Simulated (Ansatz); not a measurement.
Write a Python script for Ansatz 0.2.0 through its Python package that makes a band structure of LuTlS₂, space group R-3m. Level of theory: LDA, PAW, the default cutoff (420 eV here), 6×6×6 k-points, fixed occupations.

```yaml
crystal:
  lattice:
    - [1.95997, 1.13159, 7.50158]
    - [-1.95997, 1.13159, 7.50158]
    - [0.00000, -2.26317, 7.50158]
  atoms:
    - { symbol: Lu, position: [0.00000, 0.00000, 0.00000] }
    - { symbol: Tl, position: [0.50000, 0.50000, 0.50000] }
    - { symbol: S, position: [0.73113, 0.73113, 0.73113] }
    - { symbol: S, position: [0.26887, 0.26887, 0.26887] }
```

`bands_lutls2.py`
```python
'''Band structure of LuTlS2.'''

import ansatz as az
import numpy as np

XC = 'lda'
MESH = (6, 6, 6)
OCCUPATIONS = 'Fixed'
N_EMPTY = 6


def main() -> None:
    lattice = az.Lattice.of(
        [1.959967, 1.131587, 7.501577],
        [-1.959967, 1.131587, 7.501577],
        [0.0, -2.263174, 7.501577],
    )
    sites = [
        ('Lu', [0.0, 0.0, 0.0]),
        ('Tl', [0.5, 0.5, 0.5]),
        ('S', [0.731134, 0.731134, 0.731134]),
        ('S', [0.268866, 0.268866, 0.268866]),
    ]
    system = az.Crystal(lattice=lattice)
    for symbol, position in sites:
        system = system.atom(symbol, position)

    # high-symmetry points in fractions of the reciprocal vectors
    path = [
        ('H_0', (0.5, -0.18184, 0.18184)),
        ('L', (0.5, 0.0, 0.0)),
        ('G', (0.0, 0.0, 0.0)),
        ('S_0', (0.34092, -0.34092, 0.0)),
    ]
    job = system.calculation()
    job = job.functional(XC)
    job = job.kpoints(*MESH)
    job = job.occupations(OCCUPATIONS).pseudopotentials('paw')
    job = job.band_structure([point for _, point in path], intervals=6)
    job = job.scf(extra_bands=N_EMPTY)
    session = job.session()
    planned = session.plan(threads=1)
    res = planned.execute()
    rep = res.report

    n_atoms = len(rep['lattice']['sites'])
    print('F =', round(rep['free_energy_ev'], 4), 'eV for', n_atoms, 'atoms')
    print('E(sigma -> 0) =', round(rep['energy_sigma0_ev'], 4), 'eV, TS =', round(rep['entropy_ts_ev'], 5), 'eV')
    print('closed by', rep['closed_by'], 'after', rep['n_iterations'], 'iterations')

    bands = res.band_structure()
    fermi = bands.fermi_energy_ev
    print(f'zero of the bands: {fermi:.3f} eV, the Fermi level found on the SCF mesh')
    levels = bands.channels[0].eigenvalues_ev - fermi
    filled = round(rep['n_electrons']) // 2
    valence, conduction = levels[:, filled - 1], levels[:, filled]
    print('k (fractions)              top valence  bottom conduction (eV)')
    for k, lo, hi in zip(bands.kpoints_frac, valence, conduction):
        print(f'{k[0]:7.3f} {k[1]:7.3f} {k[2]:7.3f} {lo:12.3f} {hi:13.3f}')
    print(f'on this path: least direct gap {np.min(conduction - valence):.3f} eV, least gap {conduction.min() - valence.max():.3f} eV')


if __name__ == '__main__':
    main()
```

Running `python bands_lutls2.py` prints:
```text
DeckWarning: basis.ecutwfc = 420 eV, auto-derived from the records' recommended cutoffs: set by Lu (normal level)
F = -27384.4012 eV for 4 atoms
E(sigma -> 0) = -27384.4012 eV, TS = 0.0 eV
closed by deck_thresholds after 8 iterations
zero of the bands: 8.723 eV, the Fermi level found on the SCF mesh
k (fractions)              top valence  bottom conduction (eV)
  0.500  -0.182   0.182       -2.001         1.628
  0.500  -0.152   0.152       -1.971         1.607
  0.500  -0.121   0.121       -1.800         1.593
  0.500  -0.091   0.091       -1.527         1.560
  0.500  -0.061   0.061       -1.254         1.510
  0.500  -0.030   0.030       -1.058         1.457
  0.500  -0.000   0.000       -0.986         1.425
  0.417   0.000  -0.000       -1.064         1.645
  0.333  -0.000   0.000       -1.243         1.822
  0.250  -0.000   0.000       -1.428         2.035
  0.167  -0.000  -0.000       -1.271         2.337
  0.083  -0.000   0.000       -1.068         2.610
  0.000   0.000   0.000       -0.970         2.707
  0.057  -0.057   0.000       -1.103         2.672
  0.114  -0.114   0.000       -1.320         2.628
  0.170  -0.170   0.000       -1.507         2.352
  0.227  -0.227   0.000       -1.694         1.948
  0.284  -0.284   0.000       -1.872         1.691
  0.341  -0.341   0.000       -2.097         1.641
on this path: least direct gap 2.412 eV, least gap 2.395 eV
```
(Warnings from the package without file and line.)

Absolute energies stand on the zero of these potentials, so only differences at equal settings mean something. A total without «per atom» is that of the cell as typed. Spin-orbit coupling, left out here, can change this gap by several tenths of an eV, and inverted bands can meet off the mesh. The computed bands are complete only to about 4.2 eV above the Fermi level. Under fixed occupations the level called the Fermi level is the highest filled one on the SCF mesh; off the mesh a filled band can lie a little above it. This cell is a computed structure, which may not be the phase found in nature. Gaps and levels are Kohn-Sham values on a finite set of k-points, without spin-orbit coupling. Wall time of the script: 7.2 s on 1 thread of Arm Neoverse V2, on a shared host, peak memory 0.45 GiB.

(Lines on the test bed's own set-up are left out of the output.)
